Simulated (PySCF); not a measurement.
# GaH8NSSi: the cost of one run

The runs use PySCF 2.14.0, with density-fitted response routines of our own; the level of theory stands in each step. All values are computed, except where a source is named. Atoms count from 0, in the outputs and in this text.

## 1. The molecule as given

12 atoms, charge 0, multiplicity 1; geometry from: GFN2-xTB. The atoms were then displaced at random by about 0.01 Å, so the start is not that level's minimum.

Bonds of the start (Å): N0–Ga1 2.15, Ga1–S2 2.22, S2–Si3 2.18, N0–H4 1.00, N0–H5 1.03, N0–H6 1.05, Ga1–H7 1.55, Ga1–H8 1.55, Si3–H9 1.47, Si3–H10 1.43, Si3–H11 1.46.

## 2. Optimising the geometry at PBE0-D3(BJ)/def2-SVP

Job settings and geometry (Å):

```
{"job": {"xc": "PBE0", "basis": "def2-SVP", "d3": "d3bj", "grid": 1, "shake": 0.01, "kind": "geom"}, "charge": 0, "multiplicity": 1}
N     -2.332660    -0.102240     0.638510
Ga    -0.475310    -0.526800    -0.347310
S      0.705120     0.969250     0.785980
Si     2.546270     0.513830    -0.296060
H     -2.212820    -0.242930     1.622610
H     -3.174690    -0.602970     0.335620
H     -2.543940     0.915970     0.517910
H     -0.797580    -0.229540    -1.836420
H     -0.331880    -2.016950     0.050240
H      2.729860    -0.942520    -0.320330
H      3.522020     1.202320     0.490700
H      2.405320     1.034300    -1.650490
```

On the command line:

```
> OMP_NUM_THREADS=1 python probes_run.py task.json out
```

This one command runs all jobs of the session in turn.

**Question.** How long does this first job take on 1 thread of Intel Xeon Platinum 8259CL at 2.50GHz, shared host, and how much memory does it need?

About 2.5 min, with a peak of 0.52 GiB.
